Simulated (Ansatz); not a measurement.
# AlBF2H2: vertical ionisation energy, part 2 of 2

Ansatz 0.2.0, Gaussian basis; unrestricted cation, the program's frozen cores in correlated methods.

## 8. Cation, UKS B2PLYP (frozen core)/def2-TZVPP

in.yaml

```yaml
crystal:
  periodic: [false, false, false]
  atoms:
    - {symbol: F, position_ang: [1.404856, -1.299361, 0.963637]}
    - {symbol: B, position_ang: [0.273440, -1.030280, 0.326821]}
    - {symbol: F, position_ang: [-0.514117, -2.077019, 0.121531]}
    - {symbol: Al, position_ang: [-0.245904, 0.957541, -0.325427]}
    - {symbol: H, position_ang: [0.183164, 1.461115, -1.767944]}
    - {symbol: H, position_ang: [-1.059240, 1.924005, 0.635281]}
basis:
  gaussian: {orbitals: def2-TZVPP}
total_charge: 1
magnetization: {spin_polarized: true, initial_magnetization: 1}
hamiltonian: {xc: {name: B2PLYP}}
```

The run is started by

```
$ ansatz run in.yaml --threads 2 --pin off --events-out ev --progress --plain --max-ram 4352MiB
```

Log:

```text
Functional definition: B2PLYP
  name "B2PLYP"
  cite "Grimme, J. Chem. Phys. 124, 034108 (2006) doi:10.1063/1.2148954"
  cite "Becke, Phys. Rev. A 38, 3098 (1988) doi:10.1103/PhysRevA.38.3098"
  cite "Lee, Yang & Parr, Phys. Rev. B 37, 785 (1988) doi:10.1103/PhysRevB.37.785"
  parameter a = 0.53
  parameter c = 0.27
  exchange = (1 - a)*b88_x + a*exact_x
  correlation = (1 - c)*lyp_c + c*(mp2_os + mp2_ss)
1020 factors; integrals over basis functions are off by at most 1.4e-3 eV
mean field evaluation 1: about -12710.7999 eV, gradient 5.6e1 eV
mean field evaluation 2: about -12710.8823 eV, gradient 5.6e1 eV
mean field evaluation 4: about -12720.2165 eV, gradient 1.2e1 eV
mean field evaluation 8: about -12720.9445 eV, gradient 8.3e-1 eV
mean field evaluation 16: about -12720.9505 eV, gradient 1.2e-2 eV
mean field evaluation 32: about -12721.7087 eV, gradient 2.2e-6 eV
mean field evaluation 64: about -12712.0245 eV, gradient 3.3e1 eV
mean field -12721.70866791 eV, -467.5141704618 hartree, gradient 2.2e-6 eV, S^2 0.764115; 2 other end points of the search recorded, 0 dependent functions left out
8 core orbitals not correlated: weight in the atoms' cores, before any rotation towards them, 1.000 or more for the frozen orbitals, at most 0.000 for the correlated occupied ones
reference -12721.70881946 eV, -467.5141760313 hartree; 11, 10 occupied and 144, 145 virtual orbitals, 1020 factors
second order -21.29471353 eV of doubles, -0.00000000 eV of singles
Total energy: -12727.45839211 eV, -467.7254689291 hartree
```

Wall time 13 s (2 threads of Arm Neoverse V1, shared host); peak memory 0.49 GiB.

Less the neutral's -12737.9966 eV (earlier run), this gives 10.538 eV. ⟨S²⟩ = 0.764.

## 9. Cation, UHF-CCSD(T)/def2-TZVPP

in.yaml: that of step 8 with these lines changed.

```diff
@@ -13,2 +13,3 @@
 magnetization: {spin_polarized: true, initial_magnetization: 1}
-hamiltonian: {xc: {name: B2PLYP}}
+correlation: {method: ccsd_t}
+scf: {omitted_lower_state_checks: [cluster_reference]}
```

The command is unchanged.

Log:

```text
Functional definition: HF
  name "HF"
  cite "Fock, Z. Phys. 61, 126 (1930) doi:10.1007/BF01340294"
  parent pbe
  exchange = exact_x
  correlation = 0
these checks for a lower state are left out or cut short: cluster_reference
1020 factors; integrals over basis functions are off by at most 1.4e-3 eV
mean field evaluation 1: about -12684.0052 eV, gradient 4.7e1 eV
mean field evaluation 2: about -12684.0098 eV, gradient 4.7e1 eV
mean field evaluation 4: about -12692.4699 eV, gradient 3.4e0 eV
mean field evaluation 8: about -12692.6536 eV, gradient 2.1e-1 eV
mean field evaluation 16: about -12692.6547 eV, gradient 4.5e-3 eV
mean field evaluation 32: about -12693.3402 eV, gradient 1.6e0 eV
mean field evaluation 64: about -12692.6547 eV, gradient 1.2e-2 eV
mean field -12693.40008911 eV, -466.4738493794 hartree, gradient 5.3e-6 eV, S^2 0.771390; 7 other end points of the search recorded, 0 dependent functions left out
8 core orbitals not correlated: weight in the atoms' cores, before any rotation towards them, 1.000 or more for the frozen orbitals, at most 0.000 for the correlated occupied ones
reference -12693.40008911 eV, -466.4738493794 hartree; 11, 10 occupied and 144, 145 virtual orbitals, 1020 factors
second order -17.57477970 eV of doubles, -0.00000000 eV of singles
cycle   1  -17.49494681 eV  change    8.0e-2 eV  update   1.2e-1
cycle   2  -17.98142859 eV  change   -4.9e-1 eV  update   4.2e-2
cycle   3  -18.15508924 eV  change   -1.7e-1 eV  update   2.7e-2
cycle   4  -18.13994261 eV  change    1.5e-2 eV  update   8.9e-3
cycle   5  -18.13505229 eV  change    4.9e-3 eV  update   4.5e-3
cycle   6  -18.13948397 eV  change   -4.4e-3 eV  update   2.0e-3
cycle   7  -18.13974103 eV  change   -2.6e-4 eV  update   1.1e-3
cycle   8  -18.13941487 eV  change    3.3e-4 eV  update   4.5e-4
cycle   9  -18.13962581 eV  change   -2.1e-4 eV  update   2.2e-4
cycle  10  -18.13958869 eV  change    3.7e-5 eV  update   1.0e-4
cycle  11  -18.13956711 eV  change    2.2e-5 eV  update   5.8e-5
cycle  12  -18.13963002 eV  change   -6.3e-5 eV  update   2.3e-5
cycle  13  -18.13961484 eV  change    1.5e-5 eV  update   8.6e-6
perturbative correction -0.58777392 eV, -0.0216002931 hartree
Total energy: -12712.12747787 eV, -467.1620682222 hartree
Checks for a lower state left out: cluster_reference
```

Run time: 2.1 min. Hardware: 2 threads of Arm Neoverse V1, shared host; peak memory 3.1 GiB.

Less the neutral's -12722.8223 eV (earlier run), this gives 10.695 eV. ⟨S²⟩ = 0.771. T1 = 0.022 (report).

## 10. Cation, UHF-MP2/def2-QZVPP

in.yaml: that of step 9 with these lines changed.

```diff
@@ -10,6 +10,6 @@
 basis:
-  gaussian: {orbitals: def2-TZVPP}
+  gaussian: {orbitals: "def2-QZVPP.json"}
 total_charge: 1
 magnetization: {spin_polarized: true, initial_magnetization: 1}
-correlation: {method: ccsd_t}
+correlation: {method: mp2}
 scf: {omitted_lower_state_checks: [cluster_reference]}
```

The command is unchanged.

Log:

```text
Functional definition: HF
  name "HF"
  cite "Fock, Z. Phys. 61, 126 (1930) doi:10.1007/BF01340294"
  parent pbe
  exchange = exact_x
  correlation = 0
these checks for a lower state are left out or cut short: cluster_reference
1818 factors; integrals over basis functions are off by at most 8.1e-4 eV
mean field evaluation 1: about -12684.3823 eV, gradient 4.8e1 eV
mean field evaluation 2: about -12684.3836 eV, gradient 4.8e1 eV
mean field evaluation 4: about -12692.9342 eV, gradient 3.5e0 eV
mean field evaluation 8: about -12693.1222 eV, gradient 2.2e-1 eV
mean field evaluation 16: about -12693.1234 eV, gradient 4.7e-3 eV
mean field evaluation 32: about -12693.6461 eV, gradient 1.4e0 eV
mean field evaluation 64: about -12693.1222 eV, gradient 2.2e-1 eV
mean field -12693.88799534 eV, -466.4917796024 hartree, gradient 2.1e-6 eV, S^2 0.771450; 7 other end points of the search recorded, 0 dependent functions left out
8 core orbitals not correlated: weight in the atoms' cores, before any rotation towards them, 1.000 or more for the frozen orbitals, at most 0.000 for the correlated occupied ones
reference -12693.88799534 eV, -466.4917796024 hartree; 11, 10 occupied and 282, 283 virtual orbitals, 1818 factors
second order -19.13516552 eV of doubles, -0.00000000 eV of singles
Total energy: -12713.02316086 eV, -467.1949839650 hartree
Checks for a lower state left out: cluster_reference
```

Run time: 57 s. Hardware: 2 threads of Arm Neoverse V1, shared host; peak memory 0.98 GiB.

The neutral molecule at this level: -12723.7667 eV. Difference: 10.744 eV. ⟨S²⟩ = 0.771.

## 11. From triple and quadruple zeta to the limit

This step is arithmetic on the last runs, with X = 3 and 4: exp(−7.88√X) for Hartree-Fock, X^−2.97 for correlation; only MP2 was run in the larger set, so CCSD(T) minus MP2 is added from the smaller one.

```
  level  energy at the limit (eV)
     HF               -12693.9552
    MP2               -12714.2462
   CCSD               -12714.8110
CCSD(T)               -12715.3988
```

The neutral's limit, from its own earlier runs, is -12726.2341 eV in the additive form (MP2 limit plus CCSD(T) minus MP2 in triple zeta), in which the cation has -12715.3988 eV.

## 12. The ladder

Differences are taken before rounding.

```
            method  ionisation energy (eV)  from CCSD(T)/CBS (eV)     time
            PBE-D4                   10.15                  -0.69    6.3 s
         r2SCAN-D4                   10.27                  -0.57     12 s
           PBE0-D4                   10.47                  -0.37    8.2 s
          B3LYP-D4                   10.51                  -0.32    8.7 s
           ωB97X-V                   10.66                  -0.18     26 s
           ωB97M-V                   10.65                  -0.19     33 s
            B2PLYP                   10.54                  -0.30     17 s
     HF/def2-TZVPP                   10.12                  -0.71         
    MP2/def2-TZVPP                   10.67                  -0.17         
   CCSD/def2-TZVPP                   10.73                  -0.10         
CCSD(T)/def2-TZVPP                   10.69                  -0.14  2.6 min
       CCSD(T)/CBS                   10.84                      0  3.7 min
```

Among the levels timed on like hardware and quicker than the yardstick, those that no quicker one beats, quickest first: PBE-D4 (6.3 s, -0.69 eV); PBE0-D4 (8.2 s, -0.37 eV); B3LYP-D4 (8.7 s, -0.32 eV); B2PLYP (17 s, -0.30 eV); ωB97X-V (26 s, -0.18 eV); CCSD(T)/def2-TZVPP (2.6 min, -0.14 eV).

Times add the cation's run and the neutral's; HF, MP2 and CCSD come out of the CCSD(T) runs.

Orbital estimates, from the neutral's runs:

```
  functional  −ε(HOMO) (eV)  by energy difference (eV)
 LDA (SPW92)           6.97                           
      PBE-D4           6.86                      10.15
   revPBE-D4           6.80                           
     BLYP-D4           6.76                           
   r2SCAN-D4           7.14                      10.27
      B97M-V           7.18                           
     PBE0-D4           8.15                      10.47
    B3LYP-D4           7.96                      10.51
  r2SCANh-D4           7.61                           
  r2SCAN0-D4           8.33                           
    HSE06-D4           7.75                           
    BHLYP-D4           9.39                           
CAM-B3LYP-D4           9.55                           
     LC-ωPBE          10.87                           
     ωB97X-V          10.53                      10.66
     ωB97M-V          10.30                      10.65
```

## 13. Summary of results

What follows sums up all 2 parts.

| quantity | value |
| --- | --- |
| ionisation energy, CCSD(T)/CBS | 10.84 eV |
| nearest functional by difference | ωB97X-V (-0.18 eV) |
| nearest −ε(HOMO) | LC-ωPBE (+0.04 eV) |
| −ε(HOMO) of PBE | 6.86 eV |
| T1 of the cation | 0.022 |

What this shows: By cation minus neutral, the functionals miss by 0.69 eV at most. The PBE orbital energy is 4.0 eV too small: a semilocal HOMO is no ionisation energy. Among orbital estimates LC-ωPBE comes nearest. Hartree-Fock falls 0.71 eV short, as the neutral has more correlation energy than the cation. The cation may have settled in a state other than its lowest; no search over hole states beyond the program's own was made.

For cost: CCSD(T)/def2-TZVPP gets within 0.14 eV in 2.6 min, where CCSD(T)/CBS took 3.7 min; the quickest level in the cost chart, PBE-D4, takes 6.3 s and misses by 0.69 eV.
